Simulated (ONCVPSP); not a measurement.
**Pm: generating and testing an ONCV potential**

Task: generate the file, and judge it by its errors in other configurations, its logarithmic derivatives, its ghosts and its cutoff.

Method: ONCVPSP 4.0.1, LDA (Perdew-Zunger), scalar-relativistic.

## (1) The design

Typed settings, in words:

| Quantity | Value |
| --- | --- |
| element | promethium (Pm, Z = 61) |
| type | optimised norm-conserving Vanderbilt (ONCV) |
| frozen core | [Kr] 4d10 |
| valence charge | 15 |
| reference configuration | 4f5 5s2 5p6 6s2 |
| partial waves | 5s+6s: rc 1.90 bohr, ncon 4, nbas 7, qcut 5.1 1/bohr, 3 projectors, debl 2.2 Ha; 5p: rc 2.10 bohr, ncon 4, nbas 8, qcut 7.4 1/bohr, 1 projector; d scattering state at 0.17 Ha: rc 2.00 bohr, ncon 5, nbas 8, qcut 4.8 1/bohr, 2 projectors, debl 2.4 Ha; 4f: rc 1.15 bohr, ncon 4, nbas 8, qcut 17 1/bohr, local |
| local potential | the f channel |
| core correction | not asked for |

An earlier all-electron run gives the scale for the radii.

All-electron outer shells of the reference configuration (LDA (Perdew-Zunger), scalar-relativistic, ld1.x):

```csv
shell,level (eV),outermost node (bohr),outermost maximum (bohr)
5s,-41.98,0.70,1.29
5p,-22.75,0.75,1.46
6s,-3.68,1.73,3.68
4f,-2.34,–,0.64
5d,-1.95,0.86,2.23
6p,-1.27,2.09,5.02
```

## (2) Generation

Pm.dat

```
# ATOM AND REFERENCE CONFIGURATION
# atsym  z   nc   nv     iexc    psfile
  Pm 61.00    9    4        3      upf
#
#   n    l    f
    1    0    2.00
    2    0    2.00
    2    1    6.00
    3    0    2.00
    3    1    6.00
    3    2   10.00
    4    0    2.00
    4    1    6.00
    4    2   10.00
    4    3    5.00
    5    0    2.00
    5    1    6.00
    6    0    2.00
#
# PSEUDOPOTENTIAL AND OPTIMIZATION
# lmax
    3
#
#   l,   rc,      ep,       ncon, nbas, qcut
    0    1.90    0.00    4    7    5.10
    1    2.10    0.00    4    8    7.40
    2    2.00    0.17    5    8    4.80
    3    1.15    0.00    4    8   17.00
#
# LOCAL POTENTIAL
# lloc, lpopt,  rc(5),   dvloc0
    3    5    1.15    0.00
#
# VANDERBILT-KLEINMAN-BYLANDER PROJECTORs
# l, nproj, debl
    0    3    2.20
    1    1    0.30
    2    2    2.40
    3    0    2.80
#
# MODEL CORE CHARGE
# icmod, fcfact, rcfact
    0    0.00    0.00
#
# LOG DERIVATIVE ANALYSIS
# epsh1, epsh2, depsh
   -3.00    5.00    0.02
#
# OUTPUT GRID
# rlmax, drl
    6.00    0.01
#
# TEST CONFIGURATIONS
# ncnf
    4
# nvcnf
#   n    l    f
    4
    4    3    5.00
    5    0    2.00
    5    1    6.00
    6    0    1.00
#
    4
    4    3    5.00
    5    0    2.00
    5    1    6.00
    6    0    0.00
#
    4
    4    3    4.00
    5    0    2.00
    5    1    6.00
    6    0    0.00
#
    5
    4    3    5.00
    5    0    2.00
    5    1    6.00
    6    0    0.00
    6    1    1.00
#
```

Run with:

```
$ oncvpsp.x < Pm.dat > Pm.out
```

Q: Predict the outcome of this session. Wanted: cutoffs for 1 and 0.1 mHa per electron, occupied waves; bound ghosts; GHOST(+) flags; largest phase difference near zero energy, channels read; projector energies reset by the program.

The runs gave:

| quantity | value |
| --- | --- |
| cutoffs for 1 and 0.1 mHa per electron, occupied waves | 106 Ha and 120 Ha |
| bound ghosts | s at -518.50 eV, p at -362.26 eV |
| GHOST(+) flags | s at 312 eV, d at 3 eV |
| largest phase difference near zero energy, channels read | 0.010 rad |
| projector energies reset by the program | d: 0.050, 2.450 Ha |

A bound ghost (s, p) makes it unfit for use: electrons can fall into a state that the atom doesn't have. The potential is very hard: the looser tolerance needs 106 Ha. At the looser tolerance the 4f wave is the slowest; 5p needs 16 Ha. Near zero energy the phases of the channels with partial waves agree within 0.010 rad. The program also flags highly localised states, GHOST(+) (s, d). These are tests on the free atom; a crystal test is still owed.
